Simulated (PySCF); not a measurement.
**CH7BN2: geometry, spin-spin couplings**

What spin-spin couplings should CH7BN2 (`CB(N)N`) show?

Programs: PySCF 2.14.0, with density-fitted response routines of our own. Each step states its level of theory. These are calculated values for one molecule in the gas phase, unless marked as measured. Atoms count from 0, in the outputs and in this text.

## Step 1: Starting geometry

11 atoms, charge 0, multiplicity 1; geometry from: GFN2-xTB. The atoms were then displaced at random by about 0.01 Å, so the start is not that level's minimum.

Bonds of the start (Å): C0–B1 1.59, B1–N2 1.39, B1–N3 1.41, C0–H4 1.07, C0–H5 1.06, C0–H6 1.11, N2–H7 1.04, N2–H8 1.01, N3–H9 1.03, N3–H10 0.97.

## Step 2: Relaxing the molecule at PBE0-D3(BJ)/def2-SVP

What the job is given:

```
{"job": {"xc": "PBE0", "basis": "def2-SVP", "d3": "d3bj", "grid": 1, "shake": 0.01, "kind": "geom"}, "charge": 0, "multiplicity": 1}
C     -1.111200    -0.828850     0.082120
B      0.157280     0.116690    -0.022700
N      1.412370    -0.424820     0.229260
N      0.079160     1.481740    -0.360980
H     -1.339880    -1.083640     1.100600
H     -1.005420    -1.727100    -0.475760
H     -2.012780    -0.316670    -0.308430
H      2.300770     0.112580     0.196770
H      1.573440    -1.379120     0.502290
H     -0.835380     1.921170    -0.538330
H      0.819740     2.102180    -0.420490
```

On the command line:

```
$ OMP_NUM_THREADS=1 python probes_run.py task.json out
```

This one command runs all jobs of the session in turn.

**Question.** This job is followed by: B3LYP/cc-pVTZ indirect spin-spin coupling, non-relativistic, gas phase; B3LYP/6-31G* indirect spin-spin coupling, non-relativistic, gas phase. Predict these results of the whole session: point group; rotational constants (main isotopes); largest coupling of the table (B3LYP/cc-pVTZ); range of J(C0,H4), mean over like pairs.

The runs gave:

| quantity | value |
| --- | --- |
| point group | C1 |
| rotational constants (main isotopes) | 8.68, 7.94, 4.25 GHz |
| largest coupling of the table (B3LYP/cc-pVTZ) | 1J(C,H) C0–H4, 109.0 Hz (mean over like pairs) |
| range of J(C0,H4), mean over like pairs | 109.0 to 133.8 Hz |

In words: The start of the PBE0/def2-SVP relaxation was shaken at random by about 0.01 Å, so part of the energy gained, and of the first lengths quoted, undoes that. Over 9 steps the energy fell by 0.167 eV; of the close pairs, N3–H10 changed most, 0.968 to 1.010 Å. In the run at B3LYP/cc-pVTZ, the largest coupling of the table is C0–H4 (mean over like pairs), 109.0 Hz, of which the Fermi-contact term gives 106.5 Hz. The coupling C0–H4, as a mean over pairs of its kind, runs from 109.0 Hz (B3LYP/cc-pVTZ) to 133.8 Hz (B3LYP/6-31G*). Couplings from bases without tight functions are rough.
